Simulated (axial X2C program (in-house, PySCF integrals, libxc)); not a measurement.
**AuNa: from the state search to constants**

Aim: find the lowest determinant of AuNa, scan the bond at several levels and fit the constants, once spin-free and once with spin–orbit coupling.

The runs use an in-house X2C program for linear molecules on PySCF integrals; all-electron X2C, Au dyall-cv3z, Na dyall-cv3z.

All values are calculated.

### Step 1. Set-up

task.json

```json
{"zs": [79, 11], "q": 0, "bas": ["dyall-cv3z", "dyall-cv3z"], "levels": ["PBE0", "HF", "BLYP"], "cc": true, "r0": 2.79, "thr": -1.0, "nmax": 90, "npts": 10, "nst": 2, "ntry": 6}
```

Keys: zs atomic numbers; q charge; bas basis sets; levels methods (HF also brings MP2); cc coupled cluster on or off; r0 starting distance in Å; thr threshold in hartree for freezing inner shells (an s shell follows its p shell); nmax most natural virtual spinors; npts points asked for on the curve; nst determinants followed; ntry starts of the search.

Command:

```
> python so2c.py task.json out
```

Spin-free means the one-electron spin-free X2C Hamiltonian; two-component (2c) means X2C with spin–orbit coupling and atomic mean-field two-electron Coulomb and Gaunt terms. Basis: Au dyall-cv3z contracted to [13s14p9d6f4g], Na dyall-cv3z contracted to [9s8p5d2f]; Gaussian nuclei, density fitting. Masses: Au 196.967 u, Na 22.990 u.

Notation: σ, π±, δ± give the projection m of an orbital's angular momentum (0, ±1, ±2), α and β its spin, Λ and M_S the sums; ω is the projection of a spinor's total angular momentum and Ω the sum. Logs are in hartree.

The runs that follow: PBE0, spin-free; HF, spin-free; BLYP, spin-free; Correlated methods, spin-free; PBE0, 2c; HF, 2c; BLYP, 2c; Correlated methods, 2c.

Before running it: what results should come out? Wanted: for each run, Hamiltonian; Re; ωe; De; μ.

**Answer**, as computed:

Lowest determinant found, spin-free: M_S = 0, Λ = 0 (closed shell).

Lowest determinant found, 2c: Ω = 0 (closed shell).

| Hamiltonian | level | Re (Å) | ωe (cm⁻¹) | De (eV) | μ (D) |
| --- | --- | --- | --- | --- | --- |
| spin-free | PBE0 | 2.593 | 239.1 | 2.28 | 6.96 |
| spin-free | HF | 2.682 | 212.8 | 0.955 | 6.55 |
| spin-free | MP2 | 2.592 | 250.8 | 2.55 | n/a |
| spin-free | CCSD | 2.623 | 235.7 | 2.41 | n/a |
| spin-free | CCSD(T) | 2.621 | 238.2 | 2.56 | n/a |
| spin-free | BLYP | 2.604 | 236.7 | 2.54 | 6.92 |
| 2c | PBE0 | 2.593 | 239.3 | 2.30 | 6.96 |
| 2c | HF | 2.681 | 213.7 | 0.974 | 6.58 |
| 2c | MP2 | 2.593 | 250.9 | 2.58 | n/a |
| 2c | CCSD | 2.623 | 237.0 | 2.44 | n/a |
| 2c | CCSD(T) | 2.621 | 239.5 | 2.58 | n/a |
| 2c | BLYP | 2.605 | 236.6 | 2.55 | 6.92 |

Dipoles are positive if Na is the positive end.

At CCSD(T), going from spin-free to two-component changes Re by 0 mÅ, ωe by +0.5 % and De by +0.02 eV, which is small (part of it comes from the scalar share of the two-electron terms).

De refers to Au + Na. Each curve is one determinant whose occupation by symmetry is held fixed; it was picked as the lowest of a PBE0 search that is not exhaustive. The closed shell is kept restricted, so the energy runs too high when the bond is stretched far. De is counted from the lowest determinant-based energies of the atoms at the same level, without counterpoise correction. CCSD and (T) use frozen natural virtuals with an MP2 correction for the truncation. With the outer-core shells frozen, correlated bond lengths of heavy atoms tend to come out a few hundredths of an ångström too long. T1 reaches 0.036, well above the customary mark of 0.02.
